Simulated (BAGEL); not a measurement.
# ROHF/def2-SVP (density fitting with qzvpp-jkfit) run of CH2F3Si (SMILES [CH2][Si](F)(F)F)

What is the energy change on altering one bond length of CH2F3Si at ROHF/def2-SVP (density fitting with qzvpp-jkfit)? 

The calculation is run with BAGEL 1.2.2.

### Step 1. The molecule

CH2F3Si has 7 atoms, charge 0, and is taken as a doublet. SMILES: `[CH2][Si](F)(F)F`. The shape is that of a PBE0-D4/def2-TZVP optimisation.

Bond lengths: C1–Si2 1.812 Å, Si2–F3 1.577 Å, Si2–F4 1.578 Å, Si2–F5 1.577 Å, C1–H6 1.084 Å, C1–H7 1.084 Å. Angles: C1–Si2–F3 111.1°, C1–Si2–F4 112.7°, C1–Si2–F5 111.2°, F3–Si2–F4 106.8°, F3–Si2–F5 108.2°, F4–Si2–F5 106.7°, Si2–C1–H6 122.2°, Si2–C1–H7 122.2°, H6–C1–H7 115.6°.

### Step 2. The energy at ROHF/def2-SVP (density fitting with qzvpp-jkfit)

input.json reads:

```json
{ "bagel" : [

{
  "title" : "molecule",
  "basis" : "svp",
  "df_basis" : "qzvpp-jkfit",
  "angstrom" : "true",
  "geometry" : [
    { "atom" : "C", "xyz" : [      -0.691800,       0.401700,       0.763500 ] },
    { "atom" : "Si", "xyz" : [       0.442900,      -0.260900,      -0.483500 ] },
    { "atom" : "F", "xyz" : [       0.009400,       0.178500,      -1.934200 ] },
    { "atom" : "F", "xyz" : [       0.495400,      -1.838000,      -0.481100 ] },
    { "atom" : "F", "xyz" : [       1.916900,       0.241300,      -0.236600 ] },
    { "atom" : "H", "xyz" : [      -1.731100,       0.616200,       0.542200 ] },
    { "atom" : "H", "xyz" : [      -0.380400,       0.593100,       1.784100 ] }
  ]
},

{
  "title" : "rohf",
  "nopen" : 1
},

{
  "title" : "print",
  "file" : "orbitals.molden",
  "orbitals" : "true"
}

]}
```

Command:

```sh
$ BAGEL_NUM_THREADS=1 BAGEL input.json > input.out
```

What it wrote:

```text
* using 1 threads per process

  ===============================================================
  ===============================================================

  *** Geometry ***

  { "atom" : "C", "xyz" : [     -1.307313,      0.759103,      1.442806 ] },
  { "atom" : "Si", "xyz" : [      0.836960,     -0.493030,     -0.913683 ] },
  { "atom" : "F", "xyz" : [      0.017763,      0.337316,     -3.655108 ] },
  { "atom" : "F", "xyz" : [      0.936170,     -3.473317,     -0.909147 ] },
  { "atom" : "F", "xyz" : [      3.622416,      0.455991,     -0.447109 ] },
  { "atom" : "H", "xyz" : [     -3.271305,      1.164449,      1.024610 ] },
  { "atom" : "H", "xyz" : [     -0.718852,      1.120797,      3.371460 ] },

  Number of auxiliary basis functions:      470

  Since a DF basis is specified, we compute 2- and 3-index integrals:
    o Being stored without compression. Storage requirement is 0.027 GB

  Number of basis functions:       84
  Number of electrons      :       49

    * METHOD: MOLECULE                             0.18

  *** Open-shell HF ***

  === Nuclear Repulsion ===
   252.9033893138

      * DIIS with orbital gradients will be used.

  === ROHF iteration (svp) ===
      0       -625.80869944          0.04409972           0.13
      1       -625.98960237          0.02683005           0.13
      2       -626.04706177          0.01573832           0.13
      3       -626.07876894          0.00059308           0.13
      4       -626.07883241          0.00012999           0.13
      5       -626.07883726          0.00002641           0.13
      6       -626.07883776          0.00000798           0.13
      7       -626.07883779          0.00000374           0.13
      8       -626.07883780          0.00000133           0.13
      9       -626.07883780          0.00000062           0.13
     10       -626.07883780          0.00000031           0.13
     11       -626.07883780          0.00000011           0.13
     12       -626.07883781          0.00000003           0.13
     13       -626.07883781          0.00000001           0.13
     14       -626.07883781          0.00000001           0.13
    * SCF iteration converged.

    * S^2 (ROHF) is 0.7500

    * Permanent dipole moment:
           (    0.647960,    -0.373240,    -0.711387) a.u.

    * METHOD: ROHF                                 2.13

    * METHOD: PRINT                                0.01

  ===============================================================
```

Wall time 2.5 s (1 thread of Arm Neoverse V2, shared host); peak memory 0.12 GiB.

### Step 3. The distorted shape

calc.json reads:

```json
{ "bagel" : [

{
  "title" : "molecule",
  "basis" : "svp",
  "df_basis" : "qzvpp-jkfit",
  "angstrom" : true,
  "geometry" : [
    { "atom" : "C", "xyz" : [   -0.785219,    0.344281,    0.457323 ] },
    { "atom" : "Si", "xyz" : [    0.349481,   -0.318319,   -0.789677 ] },
    { "atom" : "F", "xyz" : [   -0.084019,    0.121081,   -2.240377 ] },
    { "atom" : "F", "xyz" : [    0.401981,   -1.895419,   -0.787277 ] },
    { "atom" : "F", "xyz" : [    1.823481,    0.183881,   -0.542777 ] },
    { "atom" : "H", "xyz" : [   -1.824519,    0.558781,    0.236023 ] },
    { "atom" : "H", "xyz" : [   -0.380400,    0.593100,    1.784100 ] }
  ]
},
{ "title" : "rohf", "nopen" : 1 },
{ "title" : "print", "file" : "orbitals.molden", "orbitals" : true }

]}
```

Command:

```sh
$ BAGEL_NUM_THREADS=1 BAGEL calc.json > calc.out
```

What it wrote:

```text
* using 1 threads per process

  ===============================================================
  ===============================================================

  *** Geometry ***

  { "atom" : "C", "xyz" : [     -1.483849,      0.650597,      0.864215 ] },
  { "atom" : "Si", "xyz" : [      0.660423,     -0.601536,     -1.492273 ] },
  { "atom" : "F", "xyz" : [     -0.158773,      0.228810,     -4.233699 ] },
  { "atom" : "F", "xyz" : [      0.759634,     -3.581823,     -1.487738 ] },
  { "atom" : "F", "xyz" : [      3.445880,      0.347485,     -1.025700 ] },
  { "atom" : "H", "xyz" : [     -3.447841,      1.055943,      0.446019 ] },
  { "atom" : "H", "xyz" : [     -0.718852,      1.120797,      3.371460 ] },

  Number of auxiliary basis functions:      470

  Since a DF basis is specified, we compute 2- and 3-index integrals:
    o Being stored without compression. Storage requirement is 0.027 GB

  Number of basis functions:       84
  Number of electrons      :       49

    * METHOD: MOLECULE                             0.18

  *** Open-shell HF ***

  === Nuclear Repulsion ===
   251.6634415611

      * DIIS with orbital gradients will be used.

  === ROHF iteration (svp) ===
      0       -625.76261004          0.04383927           0.14
      1       -625.94463770          0.02687959           0.13
      2       -626.00278600          0.01581948           0.13
      3       -626.03490057          0.00065025           0.13
      4       -626.03500315          0.00015168           0.13
      5       -626.03501167          0.00004505           0.14
      6       -626.03501288          0.00001239           0.14
      7       -626.03501298          0.00000510           0.13
      8       -626.03501300          0.00000167           0.13
      9       -626.03501300          0.00000087           0.14
     10       -626.03501301          0.00000047           0.14
     11       -626.03501301          0.00000018           0.13
     12       -626.03501301          0.00000005           0.13
     13       -626.03501301          0.00000002           0.12
     14       -626.03501301          0.00000001           0.13
    * SCF iteration converged.

    * S^2 (ROHF) is 0.7500

    * Permanent dipole moment:
           (    0.652477,    -0.367589,    -0.684365) a.u.

    * METHOD: ROHF                                 2.14

    * METHOD: PRINT                                0.01

  ===============================================================
```

It took 2.5 s on 1 thread of Arm Neoverse V2, shared host; peak memory 0.12 GiB.

### Step 4. Results

At ROHF/def2-SVP (density fitting with qzvpp-jkfit):

| quantity | value |
| --- | --- |
| first shape: total energy | -626.07884 Eh |
| first shape: dipole moment | 2.62 D |
| first shape: ⟨S²⟩ | 0.750 |
| distorted shape: total energy | -626.03501 Eh |
| distorted shape: dipole moment | 2.58 D |
| distorted shape: ⟨S²⟩ | 0.750 |
| energy change with the C1–H7 bond stretched from 1.084 to 1.409 Å | 1.193 eV |

With the C1–H7 bond stretched from 1.084 to 1.409 Å the energy rises by 1.19 eV (115 kJ/mol). The first shape isn't relaxed at this level, so the change isn't measured from a minimum.
